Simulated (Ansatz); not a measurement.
# SiH2Br2: how energies converge with the basis set

An exercise on one series of results from a longer session: the logs are not shown, and one member is left open.

The runs use Ansatz 0.2.0, Gaussian basis; one geometry, several basis sets.

Levels to be run: PBE0-D4/def2-SVP; ωB97M-V/def2-SVP; PBE0-D4/def2-QZVPP; ωB97M-V/def2-QZVPP; the functionals' def2-TZVPP values are taken from earlier runs.

## Structure used throughout

An earlier PBE0-D4 in a triple-zeta def2 set relaxation fixed the geometry.

SMILES `Br[SiH2]Br`, 5 atoms, charge 0, spin multiplicity 1.

Atoms are counted from 1 here; the program's logs count them from 0.

Bond lengths: Br1–Si2 2.207 Å, Si2–Br3 2.207 Å, Si2–H4 1.476 Å, Si2–H5 1.476 Å. Angles: Br1–Si2–Br3 110.8°, Br1–Si2–H4 108.4°, Br1–Si2–H5 108.4°, Br3–Si2–H4 108.4°, Br3–Si2–H5 108.4°, H4–Si2–H5 112.5°.

As a file:

```tsv
atom	x (Å)	y (Å)	z (Å)
Br1	-1.66271	-1.25426	0.35390
Si2	0.16811	-0.06105	0.04639
Br3	-0.28571	1.79934	-1.05028
H4	1.11364	-0.85773	-0.75990
H5	0.71657	0.30000	1.36839
```

The first run:

in.yaml

```yaml
crystal:
  periodic: [false, false, false]
  atoms:
    - {symbol: Br, position_ang: [-1.662712, -1.254257, 0.353899]}
    - {symbol: Si, position_ang: [0.168111, -0.061049, 0.046393]}
    - {symbol: Br, position_ang: [-0.285707, 1.799342, -1.050281]}
    - {symbol: H, position_ang: [1.113637, -0.857734, -0.759899]}
    - {symbol: H, position_ang: [0.716571, 0.299998, 1.368388]}
basis:
  gaussian: {orbitals: def2-SVP}
hamiltonian: {xc: pbe0, dispersion: d4}
output: {orbitals: {seedname: orbitals}}
```

Launch:

```bash
ansatz run in.yaml --threads 4 --pin off --events-out ev --progress --plain --max-ram 10444MiB
```

Steps of the session up to this table: PBE0-D4 in def2-SVP; ωB97M-V in def2-SVP; PBE0-D4 in def2-QZVPP; ωB97M-V in def2-QZVPP.

One table of the session follows, with a row left open; its other results are not shown here.

```
functional       basis  HOMO (eV)
   PBE0-D4    def2-SVP      -8.53
   PBE0-D4  def2-TZVPP      -8.62
   PBE0-D4  def2-QZVPP      -8.64
   ωB97M-V    def2-SVP     -10.70
   ωB97M-V  def2-TZVPP          ?
   ωB97M-V  def2-QZVPP     -10.84
```

Q: Estimate the row for ωB97M-V, def2-TZVPP from the others.

As computed: HOMO (eV): -10.83. In the column «HOMO (eV)» it lies between ωB97M-V, def2-QZVPP (-10.84) and ωB97M-V, def2-SVP (-10.70).
